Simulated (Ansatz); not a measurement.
# C2H7AlFN: one species, many methods

The task here is to estimate one member of a computed series from the others.

The runs use Ansatz 0.2.0, Gaussian basis; functionals in def2-TZVPP, the program's frozen cores in correlated methods.

Levels to be run: LDA (SPW92), PBE-D4, revPBE-D4, BLYP-D4, r2SCAN-D4, B97M-V, PBE0-D4, B3LYP-D4, r2SCANh-D4, r2SCAN0-D4, HSE06-D4, BHLYP-D4, CAM-B3LYP-D4, LC-ωPBE, ωB97X-V, ωB97M-V, B2PLYP, PBE-QIDH; CCSD(T)/def2-SVP; CCSD(T)/def2-TZVPP; MP2/def2-QZVPP; extrapolation to the limit; RPA on PBE.

## The relaxed structure

The geometry comes from an earlier relaxation with PBE0-D4 in a triple-zeta def2 set; it is a stationary point, not always the lowest conformer.

SMILES `C[N](C)[AlH][F]`, 12 atoms, charge 0, spin multiplicity 1.

Atoms are counted from 1 here; the program's logs count them from 0.

Bond lengths: C1–N2 1.444 Å, C1–H6 1.099 Å, C1–H7 1.099 Å, C1–H8 1.092 Å, N2–C3 1.443 Å, N2–Al4 1.762 Å, C3–H9 1.099 Å, C3–H10 1.094 Å, C3–H11 1.099 Å, Al4–F5 1.652 Å, Al4–H12 1.571 Å. Angles: N2–C1–H6 111.5°, N2–C1–H7 111.4°, N2–C1–H8 110.7°, H6–C1–H7 107.2°, H6–C1–H8 107.9°, H7–C1–H8 107.9°, C1–N2–C3 112.9°, C1–N2–Al4 124.3°, C3–N2–Al4 122.8°, N2–C3–H9 111.6°, N2–C3–H10 110.9°, N2–C3–H11 111.6°, H9–C3–H10 107.7°, H9–C3–H11 107.3°, H10–C3–H11 107.6°, N2–Al4–F5 117.5°, N2–Al4–H12 122.2°, F5–Al4–H12 120.2°.

Set-up of the first run:

The input, in.yaml:

```yaml
crystal:
  periodic: [false, false, false]
  atoms:
    - {symbol: C, position_ang: [-1.073282, -0.857193, 0.284096]}
    - {symbol: N, position_ang: [0.001300, 0.053024, -0.034235]}
    - {symbol: C, position_ang: [1.270177, -0.365488, 0.510482]}
    - {symbol: Al, position_ang: [-0.191625, 1.524027, -0.983886]}
    - {symbol: F, position_ang: [-1.705805, 1.880836, -1.540695]}
    - {symbol: H, position_ang: [-1.210869, -0.952646, 1.370394]}
    - {symbol: H, position_ang: [-0.876143, -1.864548, -0.108893]}
    - {symbol: H, position_ang: [-2.015011, -0.508026, -0.144309]}
    - {symbol: H, position_ang: [1.235378, -0.438452, 1.606647]}
    - {symbol: H, position_ang: [2.059519, 0.345377, 0.250354]}
    - {symbol: H, position_ang: [1.569549, -1.350994, 0.126787]}
    - {symbol: H, position_ang: [1.013812, 2.479085, -1.302743]}
basis:
  gaussian: {orbitals: def2-TZVPP}
hamiltonian: {xc: lda}
output: {orbitals: {seedname: orbitals}}
```

On the command line:

```
ansatz run in.yaml --threads 4 --pin off --events-out ev --progress --plain --max-ram 10444MiB
```

Among the steps run: LDA; PBE-D4 (GGA); revPBE-D4 (GGA); BLYP-D4 (GGA); r2SCAN-D4 (meta-GGA); B97M-V (meta-GGA); B3LYP-D4 (hybrid); r2SCANh-D4 (hybrid); r2SCAN0-D4 (hybrid); HSE06-D4 (hybrid); BHLYP-D4 (hybrid); CAM-B3LYP-D4 (range-separated); LC-ωPBE (range-separated); ωB97X-V (range-separated); ωB97M-V (range-separated); B2PLYP (double hybrid); PBE-QIDH (double hybrid).

One table of the session follows, with a row left open; its other results are not shown here.

It belongs to the step «Orbital energies across the functionals». 

```
  functional  HOMO (eV)  gap (eV)
 LDA (SPW92)      -5.49      4.24
      PBE-D4      -5.36      4.32
   revPBE-D4      -5.31      4.36
     BLYP-D4      -5.26      4.30
   r2SCAN-D4      -5.58      4.89
      B97M-V          ?         ?
     PBE0-D4      -6.61      6.32
    B3LYP-D4      -6.41      5.89
  r2SCANh-D4      -6.05      5.62
  r2SCAN0-D4      -6.77      6.70
    HSE06-D4      -6.21      5.56
    BHLYP-D4      -7.82      8.22
CAM-B3LYP-D4      -7.98      8.57
     LC-ωPBE      -9.31     11.01
     ωB97X-V      -8.98     10.54
     ωB97M-V      -8.90     10.14
```

Estimate the missing values for B97M-V.

**Answer.** HOMO (eV): -5.71; gap (eV): 4.77. In the column «HOMO (eV)» it lies between r2SCANh-D4 (-6.05) and r2SCAN-D4 (-5.58).
